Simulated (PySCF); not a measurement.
# WH₃: quartet, from a PBE0 minimum start

The task is one start of a wider search on WH₃: the quartet, from a PBE0 minimum start. It is relaxed, tested by its Hessian and followed downhill if it is a saddle.

Method: PBE0, basis W def2-TZVP with ECP60, H def2-TZVP, scalar-relativistic core potentials, no spin–orbit coupling, density fitting; program: PySCF 2.14.0.

## 1. The system as given

4 atoms, charge 0, spin multiplicity 4.

Bond lengths: W1–H2 1.710 Å, W1–H3 1.710 Å, W1–H4 1.710 Å. Angles: H2–W1–H3 112.3°, H2–W1–H4 112.3°, H3–W1–H4 112.3°.

Coordinates in bohr (charge 0 multiplicity 4):
```
W     0.0000    0.0000    0.0148
H     3.0995    0.0000   -0.9020
H    -1.5497    2.6842   -0.9020
H    -1.5498   -2.6842   -0.9020
```

## 2. The SCF at the typed geometry

The steps below are one call of a driver around PySCF. For each, scf.py gives the equivalent set-up of the SCF; relaxations use the driver's own optimiser. After this first run the driver tries any further starts and a stability analysis.

scf.py reads:

```python
from pyscf import gto, scf, dft
mol = gto.M(atom='''
W      0.000000    -0.000000     0.007846
H      1.640177    -0.000008    -0.477333
H     -0.820081     1.420439    -0.477333
H     -0.820096    -1.420431    -0.477333''',
    basis={'W': 'def2-TZVP', 'H': 'def2-TZVP'},
    ecp={'W': 'def2-TZVP'},
    charge=0, spin=3)
mf = dft.UKS(mol, xc='PBE0')
mf.grids.atom_grid = (50, 194)
aux = {'W': 'def2-universal-JKFIT', 'H': 'def2-universal-JKFIT'}
mf = mf.density_fit(auxbasis=aux)
mf.conv_tol = 1e-08
mf.diis_space = 10
mf.max_cycle = 60
mf.init_guess = 'minao'
mf.verbose = 4
mf.kernel()
```

Run with:

```console
> OMP_NUM_THREADS=2 python axn.py task.json out
```

What it wrote:

```text
init E= -50.0272343801917
[... the frontier-level lines of each cycle are left out ...]
cycle= 1 E= -68.7077605614549  delta_E= -18.7  |g|= 0.276  |ddm|= 4.57
cycle= 2 E= -68.7047590469481  delta_E= 0.003  |g|= 0.279  |ddm|= 0.572
cycle= 3 E= -68.744649915666  delta_E= -0.0399  |g|= 0.0737  |ddm|= 0.323
cycle= 4 E= -68.7477862868101  delta_E= -0.00314  |g|= 0.0251  |ddm|= 0.108
cycle= 5 E= -68.7482020223576  delta_E= -0.000416  |g|= 0.00596  |ddm|= 0.0314
cycle= 6 E= -68.7482908389791  delta_E= -8.88e-05  |g|= 0.00205  |ddm|= 0.017
cycle= 7 E= -68.7483088472636  delta_E= -1.8e-05  |g|= 0.000537  |ddm|= 0.00961
cycle= 8 E= -68.7483096957966  delta_E= -8.49e-07  |g|= 0.000117  |ddm|= 0.0024
cycle= 9 E= -68.7483097115877  delta_E= -1.58e-08  |g|= 2.22e-05  |ddm|= 0.000323
cycle= 10 E= -68.7483097121615  delta_E= -5.74e-10  |g|= 2.22e-06  |ddm|= 5.29e-05
Extra cycle  E= -68.7483097121761  delta_E= -1.46e-11  |g|= 1.37e-06  |ddm|= 6.92e-06
converged SCF energy = -68.7483097121761  <S^2> = 3.7803205  2S+1 = 4.0151316
```

This step, with its further starts and checks, took 9.8 s on 2 threads of Arm Neoverse N1, shared host.

Energies from each starting density:

```
                      start  energy (Eh)
    the minimal-basis guess   -68.748310
a thermally smeared density   -68.748310
      a smeared PBE density   -68.748310
```

The test of internal stability and the other starts found no lower solution of this spin.

## 3. Relaxing the quartet from the PBE0 minimum start

The program finds C3v symmetry in the start, which this walk keeps.

Edit scf.py of step 2 so:

```diff
@@ -3 +3 @@
-W      0.000000    -0.000000     0.007846
+W     -0.000000     0.000000     0.007846
@@ -17 +16,0 @@
-mf.init_guess = 'minao'
```

The optimiser's trace:

```
step  energy (Eh)  change (kJ/mol)  largest symmetric gradient (Eh/bohr)
   0   -68.748310             0.00                               0.00002
```

The walk took 1.4 s.

Geometry (Å) and forces (eV/Å) at some steps:

```
step 0
W    0.000   0.000   0.008  -0.002   0.000  -0.001
H    1.640   0.000  -0.477   0.001   0.000   0.002
H   -0.820   1.420  -0.477   0.001  -0.001   0.000
H   -0.820  -1.420  -0.477   0.001   0.001   0.000
```

After 0 steps and 0.0 kJ/mol it ends at C3v: W–H 1.710 Å (×3); H–W–H 112.3° (×3).

## 4. Frequencies

The point is checked on the finer grid, and tightened if its gradient asks for it. The Hessian and the dipole derivatives come from central differences of analytic gradients, with steps of 0.02 bohr.

Edit scf.py of step 3 so:

```diff
@@ -11 +11 @@
-mf.grids.atom_grid = (50, 194)
+mf.grids.atom_grid = (75, 302)
@@ -14 +14 @@
-mf.conv_tol = 1e-08
+mf.conv_tol = 1e-10
```

The driver hands on the density of the step before, so the log starts near convergence.

Log of the central SCF (cycles and frontier levels):

```text
init E= -68.7483122908923
[... the frontier-level lines of each cycle are left out ...]
cycle= 1 E= -68.7483122908868  delta_E= 5.53e-12  |g|= 5.6e-06  |ddm|= 9.88e-06
Extra cycle  E= -68.7483122908683  delta_E= 1.85e-11  |g|= 8.01e-06  |ddm|= 1.37e-05
converged SCF energy = -68.7483122908683  <S^2> = 3.7803292  2S+1 = 4.0151359
```

The whole step took 25 s.

Geometry: C3v; W–H 1.710 Å (×3); H–W–H 112.3° (×3).

Modes, for the most abundant isotopes:

```
symmetry  ω (cm⁻¹)  IR (km/mol)  μ (u)     type
      a1       411          141   1.02     bend
       e       710         77.2   1.01     bend
       e      1955          481   1.02  stretch
      a1      1978         23.8   1.01  stretch
```

All wavenumbers are real: a minimum.

Properties at this point:

```yaml
Dipole_moment: 1.65 D
Highest_occupied_level: -6.47 eV
Lowest_empty_level: -2.01 eV
Rotational_constants: 3.536, 3.536, 2.073 cm⁻¹
Zero-point_energy: 46.2 kJ/mol
Principal_polarisabilities: 47.9, 47.9, 51.4 bohr³
Atomisation_energy_without_zero-point_energy: 880 kJ/mol
Principal_traceless_quadrupole_moments_about_the_centre_of_mass: -0.98, -0.98, 1.95 D Å
Entropy_at_298.15_K_and_1_bar_electronic_part_spin_only: 253.0 J/(mol K)
Heat_capacity_Cp_at_298.15_K: 46.3 J/(mol K)
Enthalpy_at_298.15_K_above_0_K: 11.28 kJ/mol
Rotational_symmetry_number: 3
Spin_squared_⟨S²⟩: 3.780
```

Populations by atom (charges in e):

```tsv
atom	Mulliken	Löwdin	polar tensor	spin (Mulliken)	Mayer order to W1
W1	0.35	0.30	0.84	3.35	–
H2,3,4	-0.12	-0.10	-0.28	-0.12	0.98
```

Mulliken populations on W1 (outside its core potential): s 2.90, p 6.26, d 4.47, f 0.02.

## 5. Results

| quantity | value |
| --- | --- |
| minimum | quartet, C3v |
| geometry | W–H 1.710 Å (×3); H–W–H 112.3° (×3) |
| wavenumbers (cm⁻¹) | 411 (a1), 710 (e), 1955 (e), 1978 (a1) |
| dipole moment | 1.65 D |
| highest occupied, lowest empty level (either spin) | -6.47, -2.01 eV |
| polar-tensor charge of W1 | +0.84 e |
| zero-point energy | 46.2 kJ/mol |
| entropy at 298.15 K | 253.0 J/(mol K) |
| atomisation energy (no zero-point energy) | 880 kJ/mol |
| ⟨S²⟩ | 3.780 |

The molecule stays C3v, as typed, and the end point is a minimum. In the infrared the band at 1955 cm⁻¹ (e, stretch) leads. Most of the spin sits on W1 (Mulliken spin 3.35, against 3 for the whole molecule). Only this shape and spin were tried, so other structures or states may lie lower. One determinant may miss the lowest occupation of an open d or f shell. With an element this heavy the missing spin–orbit coupling can shift these numbers.

The search up to here took 36 s.
